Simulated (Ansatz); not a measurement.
# SbNH₄: up Jacob's ladder to CCSD(T)

One table from this session's results is given with a row withheld; the runs are named, their logs left out.

The runs use Ansatz 0.2.0, Gaussian basis; functionals in def2-TZVPP, the program's frozen cores in correlated methods.

Plan: LDA (SPW92), PBE-D4, revPBE-D4, BLYP-D4, r2SCAN-D4, B97M-V, PBE0-D4, B3LYP-D4, r2SCANh-D4, r2SCAN0-D4, HSE06-D4, BHLYP-D4, CAM-B3LYP-D4, LC-ωPBE, ωB97X-V, ωB97M-V, B2PLYP, PBE-QIDH; CCSD(T)/def2-SVP; CCSD(T)/def2-TZVPP; MP2/def2-QZVPP; extrapolation to the limit; RPA on PBE.

**The relaxed structure**

The geometry comes from an earlier relaxation with PBE0-D4 in a triple-zeta def2 set; it is a stationary point. Sb takes the def2 core potential; no spin-orbit term is included.

SMILES `[NH2][SbH2]`, 6 atoms, charge 0, spin multiplicity 1.

Atoms are counted from 1 here; the program's logs count them from 0.

Bond lengths: N1–Sb2 2.036 Å, N1–H3 1.012 Å, N1–H4 1.012 Å, Sb2–H5 1.724 Å, Sb2–H6 1.710 Å. Angles: Sb2–N1–H3 114.0°, Sb2–N1–H4 111.2°, H3–N1–H4 108.1°, N1–Sb2–H5 99.5°, N1–Sb2–H6 93.5°, H5–Sb2–H6 90.2°.

Set-up of the first run:

The input, in.yaml:

```yaml
crystal:
  periodic: [false, false, false]
  atoms:
    - {symbol: N, position_ang: [-0.061587, -0.994719, 0.364027]}
    - {symbol: Sb, position_ang: [0.632717, 0.919303, 0.335397]}
    - {symbol: H, position_ang: [-0.745015, -1.194895, -0.354421]}
    - {symbol: H, position_ang: [0.695694, -1.659231, 0.270756]}
    - {symbol: H, position_ang: [0.422740, 1.273762, -1.338326]}
    - {symbol: H, position_ang: [-0.902349, 1.591880, 0.676466]}
basis:
  gaussian: {orbitals: def2-TZVPP}
hamiltonian: {xc: lda}
output: {orbitals: {seedname: orbitals}}
```

On the command line:

```console
$ ansatz run in.yaml --threads 2 --pin off --events-out ev --progress --plain --max-ram 4352MiB
```

Among the steps run: LDA; PBE-D4 (GGA); revPBE-D4 (GGA); BLYP-D4 (GGA); r2SCAN-D4 (meta-GGA); B97M-V (meta-GGA); B3LYP-D4 (hybrid); r2SCANh-D4 (hybrid); r2SCAN0-D4 (hybrid); HSE06-D4 (hybrid); BHLYP-D4 (hybrid); CAM-B3LYP-D4 (range-separated); LC-ωPBE (range-separated); ωB97X-V (range-separated); ωB97M-V (range-separated); B2PLYP (double hybrid); PBE-QIDH (double hybrid).

One table of the session follows, with a row left open; its other results are not shown here.

It belongs to the step «Orbital energies across the functionals». 

```
  functional  HOMO (eV)  gap (eV)
 LDA (SPW92)      -6.08      4.47
      PBE-D4      -5.96      4.53
   revPBE-D4      -5.91      4.57
     BLYP-D4      -5.82      4.45
   r2SCAN-D4      -6.27      5.14
      B97M-V      -6.36      5.06
     PBE0-D4      -7.31      6.65
    B3LYP-D4      -7.09      6.18
  r2SCANh-D4      -6.78      5.93
  r2SCAN0-D4      -7.49      7.02
    HSE06-D4          ?         ?
    BHLYP-D4      -8.28      8.34
CAM-B3LYP-D4      -8.61      8.84
     LC-ωPBE      -9.87     11.26
     ωB97X-V      -9.56     10.79
     ωB97M-V      -9.45     10.42
```

Estimate the missing values for HSE06-D4.

As computed: HOMO (eV): -6.91; gap (eV): 5.89. In the column «HOMO (eV)» it lies between B3LYP-D4 (-7.09) and r2SCANh-D4 (-6.78).
